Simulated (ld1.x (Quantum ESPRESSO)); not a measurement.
**Pseudopotential generation for In: ultrasoft, PBE**

Do these settings give a usable potential? It is generated, then checked for transferability, scattering, ghosts and hardness.

Program: ld1.x (Quantum ESPRESSO) 7.5. Reference atom: PBE, scalar-relativistic, spherical and spin-unpolarised. All values are calculated.

**1. Starting point**

Typed settings, in words:

* element: indium (In, Z = 49)
* type: ultrasoft
* frozen core: [Ar] 3d10
* valence charge: 21
* reference configuration: 4s2 4p6 4d10 5s2 5p1
* partial waves: 4s (bound): rcut 1.10, rcutus 1.35 bohr; 5s (bound): rcut 1.10, rcutus 1.35 bohr; 4p (bound): rcut 1.55, rcutus 1.80 bohr; 5p (bound): rcut 1.55, rcutus 1.80 bohr; 4d (bound): rcut 1.45, rcutus 1.55 bohr; 4d channel at -1.05 Ry: rcut 1.45, rcutus 1.55 bohr
* local potential: all-electron potential smoothed inside 1.25 bohr (lloc = -2)
* core correction: not asked for
* augmentation charge: PSQ, inside the norm-conserving radii

An earlier all-electron run gives the scale for the radii.

All-electron outer shells of the reference configuration (PBE, scalar-relativistic, ld1.x):

```tsv
shell	level (eV)	outermost node (bohr)	outermost maximum (bohr)
3p	-649.14	0.14	0.31
3d	-432.71	–	0.26
4s	-119.66	0.41	0.77
4p	-78.13	0.42	0.82
4d	-18.62	0.40	0.94
5s	-8.21	1.02	2.16
5p	-2.52	1.14	2.85
```

**2. Generating the potential**

Input file In.in:

```
 &input
   title='In', zed=49., rel=1, dft='PBE', iswitch=3,
   config='[Kr] 4d10 5s2 5p1',
   nld=3, rlderiv=1.95, eminld=-11.0, emaxld=5.0, deld=0.04
 /
 &inputp
   pseudotype=3, tm=.true., lloc=-2, rcloc=1.25,
   nlcc=.false.,
   which_augfun='PSQ', rmatch_augfun_nc=.true.,
   file_pseudopw='In.UPF', file_wfcaegen='ae.wfc', file_wfcncgen='nc.wfc', file_beta='beta', file_chi='chi', file_wfcusgen='us.wfc'
 /
6
4S  1  0   2.00   0.00  1.10  1.35  0.0
5S  2  0   2.00   0.00  1.10  1.35  0.0
4P  2  1   6.00   0.00  1.55  1.80  0.0
5P  3  1   1.00   0.00  1.55  1.80  0.0
4D  3  2  10.00   0.00  1.45  1.55  0.0
4D  3  2   0.00  -1.05  1.45  1.55  0.0
 &test
   configts(1)='4s2 4p6 4d10 5s2 5p1'
 /
```

Launch:

```console
$ ld1.x < In.in > In.out
```

Output in In.out (without the banner and most projector matrices):

```text
     Program LD1 v.7.5
     --------------------------- All-electron run ----------------------------

     In
     scalar relativistic calculation

     atomic number is 49.00
     dft =PBE   lsd =0 sic =0 latt =0  beta=0.20 tr2=1.0E-14
     Exchange-correlation= PBE
                           (   1   4   3   4   0   0   0)
     mesh =1241 r(mesh) = 100.30140 a.u. xmin = -7.00 dx = 0.01250
     1 Ry =  13.60569312 eV, c = 137.03599908

     n l     nl                  e(Ry)          e(Ha)          e(eV)
     1 0     1S 1( 2.00)     -2039.9100     -1019.9550    -27754.3892
     2 0     2S 1( 2.00)      -305.4337      -152.7169     -4155.6374
     2 1     2P 1( 6.00)      -274.1375      -137.0687     -3729.8300
     3 0     3S 1( 2.00)       -57.9587       -28.9793      -788.5681
     3 1     3P 1( 6.00)       -47.7106       -23.8553      -649.1352
     4 0     4S 1( 2.00)        -8.7948        -4.3974      -119.6592
     4 1     4P 1( 6.00)        -5.7424        -2.8712       -78.1300
     3 2     3D 1(10.00)       -31.8038       -15.9019      -432.7123
     4 2     4D 1(10.00)        -1.3688        -0.6844       -18.6233
     5 0     5S 1( 2.00)        -0.6035        -0.3017        -8.2110
     5 1     5P 1( 1.00)        -0.1851        -0.0926        -2.5185

     final scf error:  6.5E-15 reached in  26 iterations

     Etot =  -11763.278081 Ry,   -5881.639040 Ha, -160047.551690 eV

     Ekin =   12261.098761 Ry,    6130.549381 Ha,  166820.747093 eV
     Encl =  -28443.021702 Ry,  -14221.510851 Ha, -386987.024767 eV
     Eh   =    4737.642377 Ry,    2368.821188 Ha,   64458.908302 eV
     Exc  =    -318.997517 Ry,    -159.498758 Ha,   -4340.182318 eV

     normalization and overlap integrals

     s(1S/1S) =  1.000000  <r> =   0.0297  <r2> =    0.0012  r(max) =   0.0192
     s(2S/2S) =  1.000000  <r> =   0.1285  <r2> =    0.0195  r(max) =   0.1090
     s(2P/2P) =  1.000000  <r> =   0.1122  <r2> =    0.0154  r(max) =   0.0870
     s(3S/3S) =  1.000000  <r> =   0.3486  <r2> =    0.1390  r(max) =   0.3153
     s(3P/3P) =  1.000000  <r> =   0.3471  <r2> =    0.1399  r(max) =   0.3075
     s(4S/4S) =  1.000000  <r> =   0.8480  <r2> =    0.8143  r(max) =   0.7658
     s(4P/4P) =  1.000000  <r> =   0.9218  <r2> =    0.9725  r(max) =   0.8152
     s(3D/3D) =  1.000000  <r> =   0.3243  <r2> =    0.1250  r(max) =   0.2581
     s(4D/4D) =  1.000000  <r> =   1.1828  <r2> =    1.6828  r(max) =   0.9354
     s(5S/5S) =  1.000000  <r> =   2.6097  <r2> =    7.8334  r(max) =   2.1612
     s(5P/5P) =  1.000000  <r> =   3.7447  <r2> =   16.6771  r(max) =   2.8453

     ------------------------ End of All-electron run ------------------------

     --------------------- Generating US pseudopotential ---------------------

      Generating local potential from pseudized AE potential:
      Matching radius rcloc =   1.2500
      Enforcing V''(0)=0 (lloc=-2)

      Local pseudo, rcloc= 1.263 Estimated cut-off energy=    20.14 Ry
      Wfc-us  4S rcutus= 1.361  Estimated cut-off energy=    29.77 Ry
      Wfc-us  5S rcutus= 1.361  Estimated cut-off energy=    59.87 Ry
      Wfc-us  4P rcutus= 1.792  Estimated cut-off energy=    27.61 Ry
      Wfc-us  5P rcutus= 1.792  Estimated cut-off energy=    51.73 Ry
      Wfc-us  4D rcutus= 1.542  Estimated cut-off energy=    49.36 Ry
      Wfc-us  4D rcutus= 1.542  Estimated cut-off energy=    51.12 Ry

     Q pseudized with Bessel functions
     Expected ecutrho=     236.5162 due to l1=  0   l2=  1

     ------------------- End of pseudopotential generation -------------------

     [... the all-electron block is printed once more ...]


     Computing logarithmic derivative in   1.94342
     Computing logarithmic derivative in   1.94342
     Computing the partial wave expansion
     R is outside the sphere for l=    0 j= 0.00
     R is outside the sphere for l=    0 j= 0.00
     R is outside the sphere for l=    1 j= 0.00
     R is outside the sphere for l=    1 j= 0.00
     R is outside the sphere for l=    2 j= 0.00
     R is outside the sphere for l=    2 j= 0.00

     ---------------------- Testing the pseudopotential ----------------------

     In
     scalar relativistic calculation

     atomic number is 49.00   valence charge is 21.00
     dft =PBE   lsd =0 sic =0 latt =0  beta=0.20 tr2=1.0E-14
     mesh =1241 r(mesh) = 100.30140 xmin = -7.00 dx = 0.01250

     n l     nl             e AE (Ry)        e PS (Ry)    De AE-PS (Ry)
     1 0     4S   1( 2.00)       -8.79479       -8.79467       -0.00012
     2 1     4P   1( 6.00)       -5.74245       -5.74234       -0.00011
     3 2     4D   1(10.00)       -1.36879       -1.36870       -0.00008
     2 0     5S   1( 2.00)       -0.60349       -0.60347       -0.00003
     3 1     5P   1( 1.00)       -0.18511       -0.18510       -0.00001

     eps = 8.4E-16  iter =  6

     Etot =  -11763.278081 Ry,   -5881.639040 Ha, -160047.551690 eV
     Etotps =  -387.416774 Ry,    -193.708387 Ha,   -5271.073734 eV

     Ekin =      95.332518 Ry,      47.666259 Ha,    1297.064979 eV
     Encl =    -794.619722 Ry,    -397.309861 Ha,  -10811.352093 eV
     Ehrt =     330.394864 Ry,     165.197432 Ha,    4495.251125 eV
     Ecxc =     -33.044232 Ry,     -16.522116 Ha,    -449.589682 eV
     Epseu=      14.519800 Ry,       7.259900 Ha,     197.551937 eV

     ---------------------- End of pseudopotential test ----------------------
```

It took 1.9 s on 1 thread of Neoverse-V2, shared host. This counts the later configuration tests of the new file too.

All-electron and pseudo partial waves u(r) = r·R(r), from the program's wave files:

```
r (bohr)    5p AE    5p PS    4d AE   4d PS
   0.090   0.0730   0.0311  -0.2275  0.0024
   0.180  -0.0856   0.1194  -0.4982  0.0185
   0.270  -0.1333   0.2499  -0.4363  0.0592
   0.360  -0.0582   0.4012  -0.1558  0.1304
   0.450   0.0546   0.5485   0.1824  0.2317
   0.540   0.1490   0.6681   0.4849  0.3567
   0.630   0.2042   0.7414   0.7157  0.4937
   0.720   0.2193   0.7577   0.8698  0.6283
   0.810   0.2015   0.7153   0.9562  0.7463
   0.900   0.1607   0.6215   0.9899  0.8358
   0.990   0.1055   0.4899   0.9855  0.8897
   1.080   0.0430   0.3381   0.9554  0.9066
   1.170  -0.0220   0.1837   0.9091  0.8906
   1.260  -0.0862   0.0413   0.8535  0.8497
   1.350  -0.1474  -0.0793   0.7935  0.7939
   1.440  -0.2044  -0.1750   0.7324  0.7327
   1.530  -0.2566  -0.2474   0.6723  0.6723
   1.620  -0.3037  -0.3022   0.6145  0.6145
   1.710  -0.3458  -0.3457   0.5599  0.5599
   1.800  -0.3829  -0.3829   0.5089  0.5089
   1.890  -0.4154  -0.4154   0.4616  0.4616
   1.980  -0.4436  -0.4436   0.4181  0.4181
   2.070  -0.4676  -0.4676   0.3783  0.3783
   2.160  -0.4880  -0.4880   0.3419  0.3419
   2.250  -0.5050  -0.5050   0.3089  0.3089
   2.340  -0.5188  -0.5188   0.2788  0.2788
```

**3. Configuration tests**

Input file In.test.in:

```
 &input
   title='In', zed=49., rel=1, dft='PBE', iswitch=2,
   config='[Kr] 4d10 5s2 5p1'
 /
 &test
   file_pseudo='In.UPF', nconf=8,
   configts(1)='4s2 4p6 4d10 5s2 5p1',
   configts(2)='4s2 4p6 4d10 5s2 5p0',
   configts(3)='4s2 4p6 4d10 5s1 5p0',
   configts(4)='4s2 4p6 4d10 5s0 5p0',
   configts(5)='4s1 4p6 4d10 5s2 5p1',
   configts(6)='4s2 4p6 4d10 5s2 5p0.5',
   configts(7)='4s2 4p5 4d10 5s2 5p1',
   configts(8)='4s2 4p6 4d10 5s1 5p1'
 /
```

Launch:

```console
$ ld1.x < In.test.in > In.test.out
```

In.test.out, the pseudopotential blocks, each with the warnings that came before it:

```text
     ---------------------- Testing the pseudopotential ----------------------

     In
     scalar relativistic calculation

     atomic number is 49.00   valence charge is 21.00
     dft =PBE   lsd =0 sic =0 latt =0  beta=0.20 tr2=1.0E-14
     mesh =1241 r(mesh) = 100.30140 xmin = -7.00 dx = 0.01250

     n l     nl             e AE (Ry)        e PS (Ry)    De AE-PS (Ry)
     1 0     4S   1( 2.00)       -8.79479       -8.79467       -0.00012
     2 1     4P   1( 6.00)       -5.74245       -5.74234       -0.00011
     3 2     4D   1(10.00)       -1.36879       -1.36870       -0.00008
     2 0     5S   1( 2.00)       -0.60349       -0.60347       -0.00003
     3 1     5P   1( 1.00)       -0.18511       -0.18510       -0.00001

     eps = 8.4E-16  iter =  6

     Etot =  -11763.278081 Ry,   -5881.639040 Ha, -160047.551690 eV
     Etotps =  -387.416774 Ry,    -193.708387 Ha,   -5271.073734 eV

     Ekin =      95.332518 Ry,      47.666259 Ha,    1297.064979 eV
     Encl =    -794.619722 Ry,    -397.309861 Ha,  -10811.352093 eV
     Ehrt =     330.394864 Ry,     165.197432 Ha,    4495.251125 eV
     Ecxc =     -33.044232 Ry,     -16.522116 Ha,    -449.589682 eV
     Epseu=      14.519800 Ry,       7.259900 Ha,     197.551937 eV

     ---------------------- End of pseudopotential test ----------------------

     ---------------------- Testing the pseudopotential ----------------------

     In
     [...]
     n l     nl             e AE (Ry)        e PS (Ry)    De AE-PS (Ry)
     1 0     4S   1( 2.00)       -9.34337       -9.33214       -0.01124  !
     2 1     4P   1( 6.00)       -6.29136       -6.27253       -0.01883  !
     3 2     4D   1(10.00)       -1.91631       -1.90733       -0.00898  !
     2 0     5S   1( 2.00)       -1.09694       -1.09883        0.00188
     3 1     5P   1( 0.00)       -0.61969       -0.63435        0.01466  !

     eps = 7.7E-16  iter =  9

     Etot =  -11762.883901 Ry,   -5881.441951 Ha, -160042.188603 eV
     Etotps =  -387.017838 Ry,    -193.508919 Ha,   -5265.645943 eV
     dEtot_ae =       0.394180 Ry
     dEtot_ps =       0.398935 Ry,   Delta E=      -0.004756 Ry

     [...]
     ---------------------- End of pseudopotential test ----------------------

     ---------------------- Testing the pseudopotential ----------------------

     In
     [...]
     n l     nl             e AE (Ry)        e PS (Ry)    De AE-PS (Ry)
     1 0     4S   1( 2.00)      -10.12208      -10.10733       -0.01476  !
     2 1     4P   1( 6.00)       -7.06995       -7.04589       -0.02407  !
     3 2     4D   1(10.00)       -2.68486       -2.67274       -0.01212  !
     2 0     5S   1( 1.00)       -1.73982       -1.74234        0.00252
     3 1     5P   1( 0.00)       -1.19185       -1.22108        0.02923  !

     eps = 1.2E-16  iter =  9

     Etot =  -11761.470178 Ry,   -5880.735089 Ha, -160022.953921 eV
     Etotps =  -385.601637 Ry,    -192.800818 Ha,   -5246.377536 eV
     dEtot_ae =       1.807903 Ry
     dEtot_ps =       1.815137 Ry,   Delta E=      -0.007234 Ry

     [...]
     ---------------------- End of pseudopotential test ----------------------

     Warning: n=2, l=1 expected 0 nodes, found 1
     ---------------------- Testing the pseudopotential ----------------------

     In
     [...]
     n l     nl             e AE (Ry)        e PS (Ry)    De AE-PS (Ry)
     1 0     4S   1( 2.00)      -10.97255      -10.95225       -0.02030  !
     2 1     4P   1( 6.00)       -7.91933       -7.88796       -0.03136  !
     3 2     4D   1(10.00)       -3.51966       -3.50271       -0.01695  !
     2 0     5S   1( 0.00)       -2.43012       -2.43302        0.00290
     3 1     5P   1( 0.00)       -1.81351       -1.87028        0.05677  !

     eps = 2.8E-16  iter =  9

     Etot =  -11759.388675 Ry,   -5879.694338 Ha, -159994.633626 eV
     Etotps =  -383.517031 Ry,    -191.758516 Ha,   -5218.015036 eV
     dEtot_ae =       3.889406 Ry
     dEtot_ps =       3.899742 Ry,   Delta E=      -0.010336 Ry

     [...]
     ---------------------- End of pseudopotential test ----------------------

     ---------------------- Testing the pseudopotential ----------------------

     In
     [...]
     n l     nl             e AE (Ry)        e PS (Ry)    De AE-PS (Ry)
     1 0     4S   1( 1.00)       -9.99313       -9.95165       -0.04149  !
     2 1     4P   1( 6.00)       -6.90892       -6.88858       -0.02034  !
     3 2     4D   1(10.00)       -2.43824       -2.41650       -0.02174  !
     2 0     5S   1( 2.00)       -1.28719       -1.27661       -0.01058  !
     3 1     5P   1( 1.00)       -0.74785       -0.72952       -0.01833  !

     eps = 9.7E-15  iter = 19

     Etot =  -11753.903445 Ry,   -5876.951723 Ha, -159920.003276 eV
     Etotps =  -378.054116 Ry,    -189.027058 Ha,   -5143.688282 eV
     dEtot_ae =       9.374635 Ry
     dEtot_ps =       9.362658 Ry,   Delta E=       0.011977 Ry

     [...]
     ---------------------- End of pseudopotential test ----------------------

     ---------------------- Testing the pseudopotential ----------------------

     In
     [...]
     n l     nl             e AE (Ry)        e PS (Ry)    De AE-PS (Ry)
     1 0     4S   1( 2.00)       -9.05130       -9.04475       -0.00656  !
     2 1     4P   1( 6.00)       -5.99911       -5.98987       -0.00924  !
     3 2     4D   1(10.00)       -1.62509       -1.61963       -0.00546  !
     2 0     5S   1( 2.00)       -0.83741       -0.83680       -0.00062
     3 1     5P   1( 0.50)       -0.39025       -0.39357        0.00333

     eps = 3.4E-15  iter = 15

     Etot =  -11763.135469 Ry,   -5881.567734 Ha, -160045.611355 eV
     Etotps =  -387.273496 Ry,    -193.636748 Ha,   -5269.124346 eV
     dEtot_ae =       0.142612 Ry
     dEtot_ps =       0.143277 Ry,   Delta E=      -0.000665 Ry

     [...]
     ---------------------- End of pseudopotential test ----------------------

     ---------------------- Testing the pseudopotential ----------------------

     In
     [...]
     n l     nl             e AE (Ry)        e PS (Ry)    De AE-PS (Ry)
     1 0     4S   1( 2.00)       -9.96024       -9.94197       -0.01828  !
     2 1     4P   1( 5.00)       -6.88032       -6.88680        0.00648  !
     3 2     4D   1(10.00)       -2.41876       -2.41491       -0.00385
     2 0     5S   1( 2.00)       -1.28665       -1.27964       -0.00700  !
     3 1     5P   1( 1.00)       -0.74777       -0.72162       -0.02615  !

     eps = 9.1E-15  iter = 15

     Etot =  -11756.985579 Ry,   -5878.492790 Ha, -159961.937845 eV
     Etotps =  -381.113206 Ry,    -190.556603 Ha,   -5185.309328 eV
     dEtot_ae =       6.292502 Ry
     dEtot_ps =       6.303568 Ry,   Delta E=      -0.011066 Ry

     [...]
     ---------------------- End of pseudopotential test ----------------------

     ---------------------- Testing the pseudopotential ----------------------

     In
     [...]
     n l     nl             e AE (Ry)        e PS (Ry)    De AE-PS (Ry)
     1 0     4S   1( 2.00)       -9.46374       -9.46110       -0.00265
     2 1     4P   1( 6.00)       -6.41155       -6.41154       -0.00002
     3 2     4D   1(10.00)       -2.03142       -2.02937       -0.00205
     2 0     5S   1( 1.00)       -1.16920       -1.16731       -0.00189
     3 1     5P   1( 1.00)       -0.67724       -0.67336       -0.00388

     eps = 4.5E-15  iter = 18

     Etot =  -11762.399329 Ry,   -5881.199664 Ha, -160035.595654 eV
     Etotps =  -386.538520 Ry,    -193.269260 Ha,   -5259.124478 eV
     dEtot_ae =       0.878752 Ry
     dEtot_ps =       0.878254 Ry,   Delta E=       0.000498 Ry

     [...]
     ---------------------- End of pseudopotential test ----------------------
```

Excitation and ionisation energies from 4s2 4p6 4d10 5s2 5p1, with the error of the potential. A star marks tests that logged a warning.

| valence configuration | charge | ΔE all-electron (eV) | error AE − PS (meV) |
| --- | --- | --- | --- |
| 4s2 4p6 4d10 5s2 5p0 | +1 | 5.363 | -65 |
| 4s2 4p6 4d10 5s1 5p0 | +2 | 24.598 | -98 |
| 4s2 4p6 4d10 5s0 5p0 * | +3 | 52.918 | -141 |
| 4s1 4p6 4d10 5s2 5p1 | +1 | 127.548 | +163 |
| 4s2 4p6 4d10 5s2 5p0.5 | +0.5 | 1.940 | -9.0 |
| 4s2 4p5 4d10 5s2 5p1 | +1 | 85.614 | -151 |
| 4s2 4p6 4d10 5s1 5p1 | +1 | 11.956 | +6.8 |

**4. Logarithmic derivatives**

Taken from the files of the generation run. The phase is arctan(r·u′/u) with u = r·R, unwrapped, with energies in Ry. A pole is an energy at which the radial function vanishes at the test radius. The pseudo phase is shifted by a multiple of π to meet the all-electron one at the reference energy. Levels narrower than the energy grid can be missing from the poles. Left out: p, where the overlap operator is not positive , so their phases aren't trusted. The last column is the largest difference on the grid between −1 and +1 Ry.

| channel | radius (bohr) | reference (Ry) | poles AE | poles PS | window around the reference with phases within 0.05 rad (Ry) | largest difference near zero (rad) |
| --- | --- | --- | --- | --- | --- | --- |
| s | 1.94 | -0.60 | -8.72 | -8.72, 4.31 | below 4.9 | 0.012 |
| d | 1.94 | -1.37 | -0.75 | -0.75 | below 3.6 | 0.000 |

Phases (rad) along the scan:

```
E (Ry)    s AE    s PS    d AE    d PS
-11.00   1.390   1.389   1.413   1.413
-10.52   1.382   1.381   1.409   1.409
-10.04   1.370   1.369   1.405   1.405
 -9.56   1.347   1.346   1.401   1.401
 -9.08   1.247   1.246   1.396   1.396
 -8.60  -1.656  -1.656   1.391   1.391
 -8.12  -1.732  -1.733   1.385   1.385
 -7.64  -1.755  -1.756   1.378   1.379
 -7.16  -1.770  -1.771   1.371   1.371
 -6.68  -1.784  -1.785   1.363   1.363
 -6.20  -1.797  -1.798   1.353   1.354
 -5.72  -1.812  -1.813   1.343   1.343
 -5.24  -1.828  -1.829   1.329   1.330
 -4.76  -1.847  -1.848   1.313   1.314
 -4.28  -1.869  -1.870   1.293   1.293
 -3.80  -1.896  -1.897   1.266   1.266
 -3.32  -1.929  -1.931   1.225   1.225
 -2.84  -1.973  -1.975   1.158   1.158
 -2.36  -2.033  -2.034   1.014   1.014
 -1.88  -2.118  -2.119   0.480   0.480
 -1.40  -2.249  -2.250  -1.078  -1.078
 -0.92  -2.467  -2.467  -1.511  -1.511
 -0.44  -2.843  -2.844  -1.646  -1.646
  0.04  -3.387  -3.391  -1.721  -1.721
  0.52  -3.871  -3.880  -1.777  -1.777
  1.00  -4.168  -4.180  -1.829  -1.829
  1.48  -4.341  -4.355  -1.886  -1.885
  1.96  -4.449  -4.466  -1.954  -1.952
  2.44  -4.523  -4.542  -2.046  -2.041
  2.92  -4.576  -4.598  -2.182  -2.170
  3.40  -4.617  -4.643  -2.405  -2.374
  3.88  -4.650  -4.681  -2.791  -2.717
  4.36  -4.677  -4.716  -3.350  -3.227
  4.84  -4.700  -4.749  -3.841  -3.725
```

**5. Cutoff and ghost test in a Bessel basis**

This step uses the generator's waves and projectors in a separate script. Basis: spherical Bessel functions vanishing at 20 bohr, q² up to the cutoff; potential fixed at the reference.

No cutoffs are read. The overlap operator is not positive in p (lowest eigenvalue -1.122), so the test is not defined there. The ghost test is not conclusive.

**6. Outcome**

| quantity | value |
| --- | --- |
| cutoffs | not determined |
| bound ghosts | not determined |
| largest test error (AE − PS) | +163 meV, for 4s1 4p6 4d10 5s2 5p1 |
| largest phase difference near zero energy, channels read | 0.012 rad |
| lowest eigenvalue of the overlap (Bessel basis) | -1.122 (p) |
| density cutoff estimated by the generator | 237 Ry |

In words: The overlap operator is not positive definite in p, so a plane-wave run would break down once the basis is large enough. By total energies transferability is fair for so large an energy: the largest error is 163 meV on 127.5 eV, for 4s1 4p6 4d10 5s2 5p1. That test lies far up in energy; among those under 40 eV, nearer to bonding, the largest error is 98 meV. No cutoffs are read. Ghosts could not be judged. Near zero energy the phases of the channels with partial waves that could be evaluated agree within 0.012 rad. These are tests on the free atom; a crystal test is still owed.
